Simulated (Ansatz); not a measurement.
# CuF (fluorocopper) at SVWN5/def2-TZVPP

What is the energy change on altering one bond length of CuF (fluorocopper) at SVWN5/def2-TZVPP? 

The calculation is run with Ansatz 0.2.0.

20 further runs of the same task are left out: 20 set aside as unsound or not needed.

## (1) The structure to begin with

The species is CuF (2 atoms), meant as a singlet with charge 0. SMILES: `[F][Cu]`. The coordinates come from a PBE0-D4/def2-TZVP relaxation.

Bond lengths: F1–Cu2 1.765 Å.

## (2) A single-point energy at SVWN5/def2-TZVPP

run.yaml reads:

```yaml
crystal:
  periodic: [false, false, false]
  atoms:
    - symbol: F
      position_ang: [0.751010, -0.268940, 0.377080]
    - symbol: Cu
      position_ang: [-0.751010, 0.268940, -0.377080]
basis:
  gaussian: {orbitals: def2-TZVPP}
hamiltonian: {xc: {name: SVWN5}}
accuracy: high
output: {orbitals: {seedname: orbitals}}
```

On the command line:

```console
$ ansatz run run.yaml --threads 1 --pin off --max-ram 3480MiB --events-out events.jsonl --progress --plain --runs-dir runs
```

What it wrote:

```text
Warning: RAYON_NUM_THREADS=1 ignored (pool sized by the plan → 1); use --threads N
Functional definition: SVWN5
  name "SVWN5"
  exchange = slater_x
  correlation = vwn5_c
1369 factors; integrals over basis functions are off by at most 4.3e-9 eV
mean field evaluation 1: about -47261.7245 eV, gradient 6.5e1 eV
mean field evaluation 2: about -47090.1985 eV, gradient 3.8e2 eV
mean field evaluation 4: about -47264.8307 eV, gradient 4.5e1 eV
mean field evaluation 8: about -47266.8271 eV, gradient 6.1e-1 eV
mean field evaluation 16: about -47266.8275 eV, gradient 1.9e-5 eV
mean field -47266.82751678 eV, -1737.0238726352 hartree, gradient 4.6e-8 eV, S^2 0.000000; 0 other end points of the search recorded, 0 dependent functions left out
reference -47266.82752032 eV, -1737.0238727654 hartree; 19, 19 occupied and 76, 76 virtual orbitals, 1369 factors
Total energy: -47266.82752032 eV, -1737.0238727654 hartree
```

Run time: 2.6 s. Hardware: 1 thread of Arm Neoverse V2, shared host; peak memory 0.17 GiB.

## (3) The distorted shape, same level

in.yaml reads:

```yaml
crystal:
  periodic: [false, false, false]
  atoms:
    - {symbol: F, position_ang: [1.501988, -0.537869, 0.754144]}
    - {symbol: Cu, position_ang: [-0.751010, 0.268940, -0.377080]}
basis:
  gaussian:
    orbitals: def2-TZVPP
total_charge: 0
output: {orbitals: {seedname: orbitals}}
hamiltonian:
  xc: {name: SVWN5}
magnetization:
  spin_polarized: false
  initial_magnetization: 0
accuracy: high
```

On the command line:

```console
$ ansatz run in.yaml --threads 1 --pin off --max-ram 3480MiB --events-out events.jsonl --progress --plain --runs-dir runs
```

What it wrote:

```text
Warning: RAYON_NUM_THREADS=1 ignored (pool sized by the plan → 1); use --threads N
Functional definition: SVWN5
  name "SVWN5"
  exchange = slater_x
  correlation = vwn5_c
1271 factors; integrals over basis functions are off by at most 9.6e-9 eV
mean field evaluation 1: about -47257.5957 eV, gradient 7.0e1 eV
mean field evaluation 2: about -46928.7534 eV, gradient 2.4e2 eV
mean field evaluation 4: about -47257.1237 eV, gradient 6.1e1 eV
mean field evaluation 8: about -47264.4263 eV, gradient 2.7e-1 eV
mean field evaluation 16: about -47255.3896 eV, gradient 5.3e1 eV
mean field evaluation 32: about -47264.4266 eV, gradient 2.2e-6 eV
mean field -47264.42656878 eV, -1736.9356394236 hartree, gradient 5.7e-8 eV, S^2 0.000000; 4 other end points of the search recorded, 0 dependent functions left out
reference -47264.42657170 eV, -1736.9356395309 hartree; 19, 19 occupied and 76, 76 virtual orbitals, 1271 factors
Total energy: -47264.42657170 eV, -1736.9356395309 hartree
```

It took 4.8 s on 1 thread of Arm Neoverse V2, shared host; peak memory 0.17 GiB.

## (4) What came out

Level: SVWN5/def2-TZVPP.

| quantity | value |
| --- | --- |
| first shape: total energy | -1737.02387 Eh |
| first shape: HOMO energy | -6.27 eV |
| first shape: LUMO energy | -4.31 eV |
| first shape: HOMO–LUMO gap | 1.96 eV |
| distorted shape: total energy | -1736.93564 Eh |
| distorted shape: HOMO energy | -6.07 eV |
| distorted shape: LUMO energy | -5.44 eV |
| distorted shape: HOMO–LUMO gap | 0.63 eV |
| energy change with the F1–Cu2 bond stretched from 1.765 to 2.647 Å | 2.401 eV |

With the F1–Cu2 bond stretched from 1.765 to 2.647 Å the energy rises by 2.40 eV (55 kcal/mol). The first shape isn't relaxed at this level, so the change isn't measured from a minimum. A restricted reference can't describe the breaking bond well at this length.
